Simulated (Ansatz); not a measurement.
# Rb2HgN: the cost of one run

Method: DFT PBE, scalar-relativistic, plane waves, PAW, in Ansatz 0.2.0.

## Step 1: The structure to begin with

The structure is tetragonal, space group P4/mmm (No. 123). The conventional cell has a = 4.749 Å, b = 4.749 Å, c = 5.814 Å, α = 90.00°, β = 90.00°, γ = 90.00°. Rb (site symmetry 4/mmm) has 2 N at 2.91 Å as nearest neighbours. Rb (site symmetry 4/mmm) is surrounded by 2 Hg at 2.91 Å. Hg (site symmetry 4/mmm) has 2 Rb at 2.91 Å as nearest neighbours. Around N (site symmetry 4/mmm) lie 2 Rb at 2.91 Å.

Coordinates:

```
Rb Hg N
1.0
     4.74865    0.00000    0.00000
     0.00000    4.74865    0.00000
     0.00000    0.00000    5.81437
Rb Hg N
2 1 1
Direct
  0.00000 0.00000 0.00000
  0.50000 0.50000 0.00000
  0.50000 0.50000 0.50000
  0.00000 0.00000 0.50000
```

A structure generator made this guess: random cell by space group and Wyckoff sites (P4/mmm, No. 123). Its size is a rough estimate.

## Step 2: The guess as it stands, on a coarse mesh

Input file input.yaml:

```yaml
crystal:
  lattice:
    - [4.7486495, 0.0, 0.0]
    - [0.0, 4.7486495, 0.0]
    - [0.0, 0.0, 5.81436625]
  atoms:
    - { symbol: Rb, position: [0.0, 0.0, 0.0] }
    - { symbol: Rb, position: [0.5, 0.5, 0.0] }
    - { symbol: Hg, position: [0.5, 0.5, 0.5] }
    - { symbol: "N", position: [0.0, 0.0, 0.5] }
basis:
  ecutwfc: 420
kpoints:
  mp_grid: { grid: [4, 4, 4] }
hamiltonian:
  xc: pbe
scf:
  occupations: { method: gaussian, width: 0.1 }
  lower_state_search: "off"
output:
  forces: true
  stress: true
  eigenvalues: true
```

Launch:

```
> ansatz run input.yaml --threads 1 --pin off --max-ram 2560MiB --backend cpu --events-out ev --progress --plain --runs-dir out
```

Q: Estimate wall time and peak memory on 1 thread of Arm Neoverse V1, shared host.

About 4 s, with a peak of 0.37 GiB.
